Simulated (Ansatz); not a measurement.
# PdWSe3: from a guess to a relaxed structure

The task: take a trial cell of PdWSe3 to zero force and stress.

Program: Ansatz 0.2.0. Level of theory: DFT PBE, scalar-relativistic, plane waves, PAW. These are calculated values, not measurements.

**1. Starting point**

It takes space group Pm-3m (No. 221, cubic). The conventional cell has a = 4.719 Å, b = 4.719 Å, c = 4.719 Å, α = 90.00°, β = 90.00°, γ = 90.00°. Pd (site symmetry m-3m) has 12 Se at 3.34 Å in its first shell of neighbours. W (site symmetry m-3m) is surrounded by 6 Se at 2.36 Å. Around Se (site symmetry 4/mmm) lie 2 W at 2.36 Å and 4 Pd at 3.34 Å.

Structure file:

```cif
data_structure
_symmetry_space_group_name_H-M 'Pm-3m'
_symmetry_Int_Tables_number 221
_cell_length_a 4.7185
_cell_length_b 4.7185
_cell_length_c 4.7185
_cell_angle_alpha 90.000
_cell_angle_beta 90.000
_cell_angle_gamma 90.000
_cell_volume 105.06
loop_
_atom_site_label
_atom_site_type_symbol
_atom_site_symmetry_multiplicity
_atom_site_Wyckoff_symbol
_atom_site_fract_x
_atom_site_fract_y
_atom_site_fract_z
_atom_site_occupancy
Pd1 Pd 1 b 0.50000 0.50000 0.50000 1
W1 W 1 a 0.00000 0.00000 0.00000 1
Se1 Se 3 d 0.50000 0.00000 0.00000 1
```

The cell is invented: species swapped into a database cell of DyRu3C (Pm-3m, No. 221), with Pd on the Dy sites, Se on the Ru sites and W on the C sites. Its size is a rough estimate.

**2. Probe: one point on a coarse mesh**

Contents of input.yaml:

```yaml
crystal:
  lattice:
    - [4.71852889, 0.0, 0.0]
    - [0.0, 4.71852889, 0.0]
    - [0.0, 0.0, 4.71852889]
  atoms:
    - { symbol: Pd, position: [0.5, 0.5, 0.5] }
    - { symbol: W, position: [0.0, 0.0, 0.0] }
    - { symbol: Se, position: [0.5, 0.0, 0.0] }
    - { symbol: Se, position: [0.0, 0.5, 0.0] }
    - { symbol: Se, position: [0.0, 0.0, 0.5] }
basis:
  ecutwfc: 420
kpoints:
  mp_grid: { grid: [4, 4, 4] }
hamiltonian:
  xc: pbe
scf:
  occupations: { method: gaussian, width: 0.1 }
  lower_state_search: "off"
output:
  forces: true
  stress: true
  eigenvalues: true
```

The run is started by

```sh
ansatz run input.yaml --threads 1 --pin off --max-ram 2560MiB --backend cpu --events-out ev --progress --plain --runs-dir out
```

The session goes on with these runs: spin check on a coarse mesh; a loose first relaxation; full relaxation.

What does the calculation give? Wanted: conventional cell; volume; energy over the elements; gap on the mesh.

As calculated:

| quantity | value |
| --- | --- |
| symmetry at the end (tolerance 0.05 Å) | space group Pm-3m (No. 221) |
| conventional cell | a = 4.914 Å, b = 4.914 Å, c = 4.914 Å, α = 90.00°, β = 90.00°, γ = 90.00° |
| volume | 23.73 Å³/atom |
| energy over the elements | +0.53 eV/atom |
| gap on the mesh | none (metal) |

What this shows: The space group Pm-3m (No. 221) is kept, and the volume per atom grows by 12.9 % from the first guess. With a positive formation energy it can't be a ground state. No finished test with a distortion of lower symmetry is shown, so the end may be a saddle point. The runs treat W without spin-orbit coupling. Other magnetic orders were not searched.
